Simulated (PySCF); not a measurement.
# C₄H₃F₂O+: electronic excitations and core binding energies

Wanted: the electronic excitations and core binding energies of C₄H₃F₂O+ (`FC(F)O[c+]1cc1`), by calculation.

Computed with PySCF 2.14.0, with density-fitted response routines of our own, on a single molecule in the gas phase. Atoms count from 0, in the outputs and in this text.

### 1 The molecule as given

10 atoms, charge 1, multiplicity 1; geometry from: GFN2-xTB.

Bonds of the start (Å): F0–C1 1.32, C1–F2 1.32, C1–O3 1.44, O3–C4 1.26, C4–C5 1.39, C5–C6 1.36, C6–C4 1.40, C1–H7 1.10, C5–H8 1.07, C6–H9 1.07.

### 2 Excited states and response: PBE0/def2-SVPD

The job: settings as JSON, then the geometry in Å.

```
{"job": {"kind": "uv", "xc": "PBE0", "basis": "def2-SVPD", "nstates": 8, "ntriplets": 3}, "charge": 1, "multiplicity": 1}
F     -1.602623     0.633056    -0.952399
C     -1.700646     0.339280     0.334546
F     -1.361060     1.412213     1.031506
O     -0.756617    -0.704112     0.628850
C      0.466808    -0.497873     0.399284
C      1.784873    -0.953494     0.416972
C      1.525371     0.304883    -0.042680
H     -2.704608    -0.025121     0.599552
H      2.481013    -1.738166     0.638602
H      1.876371     1.233987    -0.447999
```

With the program's defaults for keys left out, this is: TDDFT PBE0/def2-SVPD, vertical, gas phase, core orbitals frozen in the response.

Run with:

```
> OMP_NUM_THREADS=1 python probes_run.py task.json out
```

The driver reads the jobs from task.json and runs them one after another.

**Question.** After this job, these run on its result: delta-SCF UKS SCAN, pcX-2 on the ionised atom, pcseg-1 elsewhere, spin-free X2C. What will the session give for the following? lowest singlet (PBE0/def2-SVPD); brightest single state of those computed; lowest triplet; C1s binding energies, SCAN/pcX-2; F1s binding energies, SCAN/pcX-2; O1s binding energies, SCAN/pcX-2.

**Answer**, as computed:

| quantity | value |
| --- | --- |
| lowest singlet (PBE0/def2-SVPD) | 6.70 eV (185 nm), f = 0.000 |
| brightest single state of those computed | state 7, 8.59 eV, f = 0.251 |
| lowest triplet | 5.77 eV |
| C1s binding energies, SCAN/pcX-2 | C1 303.16, C4 301.19, C5 299.30 eV |
| F1s binding energies, SCAN/pcX-2 | F0 699.11 eV |
| O1s binding energies, SCAN/pcX-2 | O3 546.95 eV |

In words: The first singlet state (HOMO→LUMO 0.95) lies at 6.70 eV and is dark; of the 8 states computed, the strongest absorption comes from state 7 at 8.59 eV. The lowest triplet lies 0.93 eV below the lowest singlet (triplets in Tamm-Dancoff, singlets in full TDDFT). The C1s levels kept as sound span 3.86 eV, from C5 up to C1.
